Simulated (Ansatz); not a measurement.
# Ta4NiO11 (Cmmm) in Ansatz: single point with PBE

Aim: the single point of Ta4NiO11 with PBE.

Everything below comes from runs of Ansatz 0.2.0. Logs are shortened: lines on timing, memory, paths and dates and some standing lists are left out, and cuts for length are marked.

## 1. Starting point

It takes space group Cmmm (No. 65, orthorhombic). The conventional cell has a = 3.910 Å, b = 29.659 Å, c = 3.886 Å, α = 90.00°, β = 90.00°, γ = 90.00°. Around Ta (site symmetry m2m) lie 5 O at 1.91 to 2.02 Å. Ta (site symmetry m2m) is surrounded by 5 O at 1.91 to 1.99 Å. Around Ni (site symmetry mmm) lie 4 O at 1.88 to 1.95 Å. O (site symmetry m2m) is surrounded by 2 Ta at 1.91 Å. O (site symmetry m2m) has 3 Ta at 2.02 to 2.21 Å as nearest neighbours. O (site symmetry m2m) is surrounded by 1 Ni at 1.88 Å and 2 Ta at 1.99 Å. O (site symmetry mmm) has 2 Ni at 1.95 Å and 2 Ta at 2.24 Å as nearest neighbours. O (site symmetry m2m) has 2 Ta at 1.95 Å as nearest neighbours.

The cell was built by a generator and needn't be a form met in nature.

## 2. Single point, PBE, collinear spin, ferromagnetic start

input.yaml reads:

```yaml
crystal:
  lattice:
    - [1.95495, -14.82973, 0.0]
    - [1.95495, 14.82973, 0.0]
    - [0.0, 0.0, 3.8859]
  atoms:
    - { symbol: Ta, position: [0.20437, 0.79563, 0.0] }
    - { symbol: Ta, position: [0.92451, 0.07549, 0.0] }
    - { symbol: Ta, position: [0.07549, 0.92451, 0.0] }
    - { symbol: Ta, position: [0.79563, 0.20437, 0.0] }
    - { symbol: Ni, position: [0.5, 0.5, 0.0], spin: 1.0 }
    - { symbol: O, position: [0.13987, 0.86013, 0.0] }
    - { symbol: O, position: [0.72107, 0.27893, 0.0] }
    - { symbol: O, position: [0.43645, 0.56355, 0.0] }
    - { symbol: O, position: [0.56355, 0.43645, 0.0] }
    - { symbol: O, position: [0.0, 0.0, 0.0] }
    - { symbol: O, position: [0.86013, 0.13987, 0.0] }
    - { symbol: O, position: [0.27893, 0.72107, 0.0] }
    - { symbol: O, position: [0.9279, 0.0721, 0.5] }
    - { symbol: O, position: [0.0721, 0.9279, 0.5] }
    - { symbol: O, position: [0.79436, 0.20564, 0.5] }
    - { symbol: O, position: [0.20564, 0.79436, 0.5] }
hamiltonian:
  xc: pbe
  pseudopotentials: { kind: nc }
magnetization:
  spin_polarized: true
kpoints:
  mp_grid: { grid: [7, 7, 7] }
scf:
  occupations: { method: fermi_dirac, width: 0.05 }
output:
  forces: true
  stress: true
  eigenvalues: true
```

Potentials or basis: Ansatz NC.

Launch:

```console
> ansatz run input.yaml --threads 8 --pin off --max-ram 20480MiB --backend cpu --events-out ev --progress --plain --runs-dir out
```

What it wrote:

```text
Warning: RAYON_NUM_THREADS=8 ignored (pool sized by the plan → 8); use --threads N
basis.fft_grid_basis auto: the FFT boxes are laid along the combinations [[1, 1, 0], [0, 1, 0], [0, 0, 1]] of the cell's own vectors, 3.910, 14.958 and 3.886 Å long. The dense box has 48×192×48 points. Along the cell's own vectors, as sized, it would have 192×192×48, 4.00 times as many. Of the 8 symmetry operations that the crystal satisfies within crystal.symmetry.tolerance (time reversal apart; of a slab, those that keep its plane) the dense box along the cell's own vectors carries 8, and the one as laid loses 4 of those. basis.fft_grid_basis: typed keeps the cell's own vectors: state it where this run's energies or levels are differenced outside the engine with another run's, or held beside a run that keeps those vectors.
Engine: ansatz 0.2.0, aarch64-unknown-linux-gnu
Pseudopotentials: kind: nc
Pseudopotential: Ta, nc, valence charge 27, recommended cutoff 1000 eV (normal), Ta.nc.azcp
Pseudopotential: Ni, nc, valence charge 18, recommended cutoff 1400 eV (normal), Ni.nc.azcp
Pseudopotential: O, nc, valence charge 6, recommended cutoff 1240 eV (normal), O.nc.azcp
Functional definition: PBE
  parameter kappa = 0.804
  parameter beta = 0.06672455060314922
  exchange = pbe_x(kappa = kappa, mu = beta*pi^2/3)
  correlation = pbe_c(beta = beta)
Crystal: 16 atoms, lattice volume = 225.315 Å³
Basis set: ecut = 1400 eV, 26735 PW (Γ), FFT grids on a1+a2, a2, a3, exchange–correlation on 96×384×96 points (8 copies of the dense FFT grid, shifted against one another)
Bands: 116, of which v1, the nominal top of the filled ones, is band 96 counted from 1 (95 counted from 0)
Symmetry: 8 space group operations
Space group: Cmmm (ITA 65), of the structure as read, at distance tolerance 6.1e-5 Å
Magnetic group: BNS 65.481 (UNI 579), of the structure as read, at distance tolerance 6.1e-5 Å
k-points: 64 of 343
Non-local potential: Ta, projectors of the file, l = 0: 2, l = 1: 2, l = 2: 2, l = 3: 2
Non-local potential: Ni, projectors of the file, l = 0: 2, l = 1: 2, l = 2: 2
Non-local potential: O, projectors of the file, l = 0: 2, l = 1: 2, l = 2: 1
Initial density: superposition of atomic densities (chi_scale 0.1, normalization cell, long waves kept (reshape's long-wave potential 0.12 eV rms))
Starting moments: Σ|m| = 1 μB on 1 of 16 sites
Initial wavefunctions: pseudopotential atomic-orbital guess
Functional: x = pbe(κ = 0.804, μ = 0.2195149727645171), c = pbe(β = 0.06672455060314922)
SCF iter   1: F=—  HF=-42030.882578 eV  |F-HF|=—  |Δ(HF+E_count)|=         —  Δρ=8.17e-2 (↑5.38e-2 ↓8.17e-2)  dr2=3.06e1  dr2_m=9.53e-1  M=0.433 μB ∫|m|=0.459 μB  β_m=0.30  ethr=3.10e-3  ⟨swp⟩=5.8  Hψ=50929  notcnv=0  defer=398
preconditioner: auto → none  [metal: Δε(μ)=0.018 eV  Ē_g=16.869 eV  σ=0.050 eV  W_gap=0.09  n_scr=74 (ndim 8)  ℏωp=30.5 eV  f_vac=0.165  D(μ)=3.39/eV (n_scr^D=12)  sad-step TF]
SCF iter   2: F=—  HF=-42026.539812 eV  |F-HF|=—  |Δ(HF+E_count)|=    4.34e0  Δρ=4.49e-2 (↑4.49e-2 ↓4.44e-2)  dr2=8.19e0  dr2_m=3.55e-1  M=0.330 μB ∫|m|=0.436 μB  β_m=0.30  ethr=3.10e-3  ⟨swp⟩=2.6  Hψ=30579  notcnv=0  defer=1589
spin-set hold released at iteration 2 (site moments show no strong build): the magnetisation degrees of freedom join the quasi-Newton model from the next iteration; the mixer history was kept
[... 14 lines left out ...]
SCF iter  17: F=—  HF=-42023.967630 eV  |F-HF|=—  |Δ(HF+E_count)|=   1.14e-6  Δρ=5.64e-6 (↑5.64e-6 ↓5.41e-6)  dr2=1.06e-7  dr2_m=3.39e-8  M=0.857 μB ∫|m|=0.904 μB  β_m=0.49  ethr=6.17e-10  ⟨swp⟩=3.0  Hψ=26908  notcnv=0  defer=1629
SCF iter  18: F=—  HF=-42023.967630 eV  |F-HF|=—  |Δ(HF+E_count)|=  4.58e-10  Δρ=3.10e-6 (↑2.54e-6 ↓3.10e-6)  dr2=1.91e-8  dr2_m=9.97e-9  M=0.857 μB ∫|m|=0.904 μB  β_m=0.51  ethr=5.21e-11  ⟨swp⟩=13.0  Hψ=62953  notcnv=0
SCF iter  19: F=-42023.967630 eV  HF=-42023.967630 eV  |F-HF|=5.01e-9  |Δ(HF+E_count)|=   1.33e-9  Δρ=1.32e-6 (↑1.16e-6 ↓1.32e-6)  dr2=6.24e-9  dr2_m=1.75e-9  M=0.857 μB ∫|m|=0.904 μB  ethr=9.96e-12  ⟨swp⟩=3.5  Hψ=37656  notcnv=0
SCF 1 converged in 19 iterations: F = -42023.967630 eV  dr2 = 6.24e-9
SCF converged after 19 iterations
Magnetization: 0.8569 μB (96.4284 up, 95.5716 down)
Absolute magnetization: 0.9038 μB (∫|ρ↑−ρ↓|)
Spin contamination: 0.0217 ħ² per cell (⟨S²⟩ above its minimum at these occupations)
Per-site moments (μB) at R_I (Å): [(-1.0298807837243387e-5, 0.7891270076250002), (-0.0011056030166039514, 0.7876588643550003), (-0.0011056030166038417, 0.7876588643550003), (-1.0298807837299154e-5, 0.7891270076250002), (0.69638234188133, 0.7775042067374998), (-0.00046979272414801826, 0.7876588643550003), (-3.9145904472714605e-5, 0.8318975005336526), (0.008803765722130465, 0.7775042067374998), (0.008803765722130498, 0.7775042067374998), (0.09126227875336707, 0.8064168749999999), (-0.000469792724148089, 0.7876588643550003), (-3.914590447290319e-5, 0.8318975005336526), (0.002828426266797279, 0.8025393020140705), (0.002828426266797109, 0.8025393020140705), (5.061703734112442e-5, 0.801617475166735), (5.0617037341118546e-5, 0.801617475166735)]
Free energy (F): -42023.967630 eV
Harris-Foulkes:  -42023.967630 eV  (|F-HF|=5.01e-9)
Internal energy: -42023.954740 eV  (E = F + TS)
E sigma→0 (E₀):  -42023.961185 eV
Entropy (-TS):   -0.012890 eV (-0.806 meV/atom)
Fermi energy:    10.419114 eV
--- Per-component energies (eV) ---
  E_band       = -1830.230494
  E_kinetic    = 20018.269342
  E_local      = -40232.807353  (includes V_loc(G=0)·N_el)
  E_nonlocal   = -8546.426022
  E_hartree    = 15938.471301
  E_xc         = -7357.200677
  E_vxc        = -4946.209087  (∫ρ·V_xc dr)
  E_ewald      = -21844.261330
  E_smearing   = -0.012890  (= −TS)
  E_closure    = 0.000000  (closes the sum)
  Σ components = -42023.967630   (vs F -42023.967630, Δ=0.00e0)
--- Forces (eV/Å), atoms counted from 1 ---
  atom   1  Ta     0.00000000     0.00146508     0.00000000
  atom   2  Ta     0.00000000     0.00159872     0.00000000
  atom   3  Ta     0.00000000    -0.00159872     0.00000000
  atom   4  Ta     0.00000000    -0.00146508     0.00000000
  atom   5  Ni     0.00000000     0.00000000     0.00000000
  atom   6  O      0.00000000    -0.01016929     0.00000000
[... 8 lines left out ...]
  atom  15  O      0.00000000     0.00193103     0.00000000
  atom  16  O      0.00000000    -0.00193103     0.00000000
  max |Σ_I F_I| component: 3.47e-18 eV/Å
--- Stress (GPa, compression-positive) ---
        0.181188       0.000000       0.000000
        0.000000       0.440152       0.000000
        0.000000       0.000000       0.275129
  P = ⅓ Tr σ = 0.2988 GPa (2.988 kbar)
--- Band table (eV; the first three rows and the last of 128) ---
  k-point 0 ↑: bands = ["-93.1159", "-58.4740", "-58.4666", "-58.3537", "-58.3537", "-53.9528", "-53.8598", "-52.8196", "-25.2198", "-25.0861", "-25.0790", "-25.0341", "-25.0174", "-25.0027", "-24.9640", "-24.9639", "-24.8801", "-24.8636", "-24.7580", "-24.7577", "-10.5911", "-10.5525", "-10.5052", "-10.5015", "-10.4463", "-10.4432", "-10.4311", "-10.4278", "-10.3892", "-10.3889", "-10.3835", "-10.3810", "-10.3136", "-10.3107", "-10.3106", "-10.3016", "-10.3006", "-10.2986", "-10.2711", "-10.2680", "-10.2601", "-10.2598", "-10.2061", "-10.2019", "-10.1670", "-10.1670", "-10.1499", "-10.1498", "-9.0720", "-8.8624", "-8.7603", "-8.1902", "-8.1079", "-7.8166", "-7.6354", "-7.5542", "-7.5474", "-7.4719", "-7.4627", "3.7640", "3.7922", "4.4113", "4.4216", "4.7578", "5.2413", "5.2752", "5.4500", "6.2204", "6.3548", "6.4263", "6.4757", "6.6196", "6.6749", "6.7753", "6.7821", "7.0480", "7.1378", "7.1623", "7.6632", "7.8523", "7.8560", "8.0467", "8.2513", "8.3188", "8.3220", "8.3727", "8.4815", "8.4899", "8.5058", "8.5387", "8.5433", "8.6214", "8.6714", "9.1279", "9.1403", "9.5300", "9.8178", "11.4930", "11.7710", "11.7915", "11.9473", "12.0027", "12.1908", "12.9340", "13.0267", "13.7238", "13.8552", "14.2940", "14.5130", "14.7132", "15.3640", "15.4264", "16.2578", "16.2783", "16.6712", "16.7064"]
  k-point 1 ↑: bands = ["-93.1159", "-58.4738", "-58.4664", "-58.3535", "-58.3535", "-53.9528", "-53.8598", "-52.8197", "-25.2188", "-25.0853", "-25.0782", "-25.0332", "-25.0166", "-25.0019", "-24.9631", "-24.9630", "-24.9024", "-24.8855", "-24.7801", "-24.7798", "-10.5910", "-10.5523", "-10.5052", "-10.5015", "-10.4461", "-10.4431", "-10.4311", "-10.4278", "-10.3892", "-10.3888", "-10.3836", "-10.3811", "-10.3128", "-10.3107", "-10.3107", "-10.3010", "-10.2998", "-10.2978", "-10.2887", "-10.2849", "-10.2604", "-10.2602", "-10.2054", "-10.2012", "-10.1669", "-10.1665", "-10.1662", "-10.1661", "-9.0494", "-8.8275", "-8.7397", "-8.1774", "-8.1004", "-7.7470", "-7.5004", "-7.4045", "-7.3228", "-7.2925", "-7.2785", "3.7722", "3.7993", "4.4194", "4.4371", "4.7742", "5.2544", "5.2892", "5.4208", "5.7955", "5.9609", "6.1704", "6.3528", "6.4335", "6.4509", "6.6279", "6.7841", "7.0397", "7.0468", "7.1526", "7.1537", "7.4295", "7.5149", "7.7824", "7.8620", "7.8704", "7.8936", "8.0762", "8.0812", "8.2306", "8.2397", "8.2474", "8.3100", "8.5398", "8.5696", "9.0788", "9.1745", "9.5453", "9.7911", "12.1810", "12.4425", "12.4554", "12.5627", "12.5739", "12.6372", "12.9650", "13.0657", "13.9638", "14.0768", "14.5130", "14.5247", "14.7217", "15.5011", "15.5978", "16.3049", "16.4242", "16.9826", "17.1247"]
  k-point 2 ↑: bands = ["-93.1159", "-58.4735", "-58.4661", "-58.3532", "-58.3532", "-53.9528", "-53.8598", "-52.8198", "-25.2167", "-25.0833", "-25.0762", "-25.0312", "-25.0148", "-25.0000", "-24.9612", "-24.9612", "-24.9520", "-24.9341", "-24.8292", "-24.8289", "-10.5906", "-10.5518", "-10.5052", "-10.5015", "-10.4458", "-10.4426", "-10.4312", "-10.4279", "-10.3892", "-10.3888", "-10.3840", "-10.3814", "-10.3200", "-10.3164", "-10.3109", "-10.3108", "-10.3108", "-10.2986", "-10.2978", "-10.2958", "-10.2615", "-10.2612", "-10.2046", "-10.2020", "-10.1960", "-10.1938", "-10.1642", "-10.1642", "-9.0113", "-8.7730", "-8.7070", "-8.1607", "-8.0874", "-7.6909", "-7.4806", "-6.8392", "-6.7308", "-6.7162", "-6.7132", "3.7915", "3.8167", "4.4410", "4.4763", "4.8154", "4.8873", "4.9923", "5.1394", "5.2187", "5.2936", "5.3081", "5.3271", "5.5923", "5.7568", "6.1428", "6.4520", "6.6469", "6.6556", "6.7685", "6.9873", "7.0287", "7.0856", "7.1538", "7.1787", "7.4010", "7.4392", "7.4449", "7.5969", "7.6343", "7.8518", "8.2505", "8.5097", "8.8135", "8.8295", "9.0551", "9.2383", "9.6031", "9.7516", "12.9167", "13.0094", "13.5404", "13.6849", "13.7332", "13.7345", "13.7636", "13.8460", "14.5521", "14.7361", "14.7418", "14.7760", "15.1046", "15.7341", "15.9507", "16.3626", "16.8040", "17.2122", "17.3368"]
  k-point 63 ↓: bands = ["-92.2751", "-58.4732", "-58.4658", "-58.3542", "-58.3542", "-53.0336", "-52.8309", "-52.0798", "-25.2147", "-25.0862", "-25.0747", "-25.0208", "-25.0133", "-25.0059", "-24.9912", "-24.9726", "-24.9614", "-24.9613", "-24.8701", "-24.8697", "-10.5905", "-10.5512", "-10.5052", "-10.5015", "-10.4472", "-10.4407", "-10.4313", "-10.4280", "-10.3901", "-10.3897", "-10.3844", "-10.3818", "-10.3392", "-10.3358", "-10.3124", "-10.3123", "-10.3094", "-10.2974", "-10.2962", "-10.2943", "-10.2641", "-10.2638", "-10.2173", "-10.2173", "-10.2013", "-10.1973", "-10.1645", "-10.1645", "-8.9449", "-8.7560", "-8.6626", "-8.1629", "-7.9838", "-7.6111", "-7.4744", "-6.2975", "-6.1746", "-6.1635", "-6.1615", "3.5497", "3.8293", "3.9324", "3.9800", "3.9911", "4.4201", "4.5080", "4.7084", "4.8082", "4.8851", "4.9033", "5.0689", "5.4041", "5.8076", "5.9586", "6.1473", "6.5142", "6.6162", "6.6448", "6.7971", "6.8418", "6.8887", "6.9261", "6.9806", "7.1846", "7.2123", "7.3043", "7.3378", "7.6430", "7.7051", "8.1769", "8.9060", "9.1212", "9.4103", "9.6887", "9.7745", "10.1421", "10.9336", "12.9297", "13.0906", "14.5062", "14.5881", "14.6357", "14.6666", "14.6764", "14.6868", "14.7421", "14.7793", "15.4563", "15.5149", "15.7385", "15.9941", "16.4015", "16.7360", "16.8702", "16.9902", "17.4600"]
```

Wall time 4.6 min (8 threads of Arm Neoverse V2, shared host); peak memory 12 GiB.

Results:

- Free energy: -42023.9676 eV
- Pressure: 0.3 GPa
- Largest force: 0.069 eV/Å
- Band gap on the k mesh: none (metal or under the smearing width)
- Net moment: 0.86 μB per cell
- Absolute moment: 0.90 μB per cell
- Site moments: Ta -0.00; Ni +0.70; O -0.00, +0.01, +0.09, +0.00 μB

Forces on the atoms (eV/Å):
```
Ta   0.000  0.001  0.000
Ta   0.000  0.002  0.000
Ta   0.000 -0.002  0.000
Ta   0.000 -0.001  0.000
Ni   0.000  0.000  0.000
O    0.000 -0.010  0.000
O    0.000  0.006  0.000
O    0.000  0.069  0.000
O    0.000 -0.069  0.000
O    0.000  0.000  0.000
O    0.000  0.010  0.000
O    0.000 -0.006  0.000
O    0.000 -0.010  0.000
O    0.000  0.010  0.000
O    0.000  0.002  0.000
O    0.000 -0.002  0.000
```

Levels at points of the mesh, in eV from the Fermi level:
Spin up:
| k point | band 94 | band 95 | band 96 | band 97 | band 98 | band 99 |
| --- | --- | --- | --- | --- | --- | --- |
| (0.00, 0.00, 0.00) | -1.29 | -1.28 | -0.89 | -0.60 | 1.07 | 1.35 |
Spin down:
```
           k point  band 93  band 94  band 95  band 96  band 97  band 98  band 99  band 100
(0.00, 0.00, 0.00)    -0.97    -0.89    -0.73    -0.21     0.32     1.07     1.35      1.39
```

Caveat: a cell with one magnetic atom can't hold antiferromagnetic order, which such compounds often take; semilocal functionals often make such compounds metallic where correlation or magnetic order opens a gap, which also shifts bond lengths.
